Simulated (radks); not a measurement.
# Ar¹³⁺ in [He] 2s2 2p1: an all-electron calculation

Aim: the levels, the sizes of the orbitals and the parts of the energy of the argon ion Ar13+.

Program: radks (a radial shooting solver on a logarithmic mesh, Libxc functionals) version 1. Level of theory: Dirac Kohn-Sham, PBE, spin-unpolarised, spherical densities, point nucleus; open shells fill j = l - 1/2 first. These are calculated values, not measurements, unless marked.

## 1. Starting point

* element: argon (Z = 18)
* charge: +13
* electrons: 5
* configuration: [He] 2s2 2p1

## 2. The calculation

Input:

```text
Z 18
configuration [He] 2s2 2p1 3s0 3p0 3d0
relativity Dirac
functional pbe,pbe
spin unpolarised
j_filling energy
nucleus point
c 137.035999084
```

Command:

```
> python run_ks.py task.json out
```

All runs below come from this command, one after another.

What does the calculation give?

The runs gave:

```
                        quantity                    value
                    total energy       -406.88775 hartree
exchange-correlation share of it                   3.98 %
                            −T/E                   1.0085
          highest occupied level        2p1/2, -718.42 eV
    most extended occupied level  2s1/2, <r> = 0.369 bohr
 radius at density 0.001 e/bohr³                1.07 bohr
    maxima of the radial density                        2
         ionisation energy, NIST     755.1 (semi-emp.) eV
```

**Reading.** The radial density shows 2 maxima for 2 occupied principal shells. −T/E is 1.009: with relativity the kinetic term as defined here no longer equals −E. Minus the highest eigenvalue, 718.42 eV, is 95 % of the tabulated ionisation energy (755.1 eV). Spin polarisation and multiplet splitting are left out.
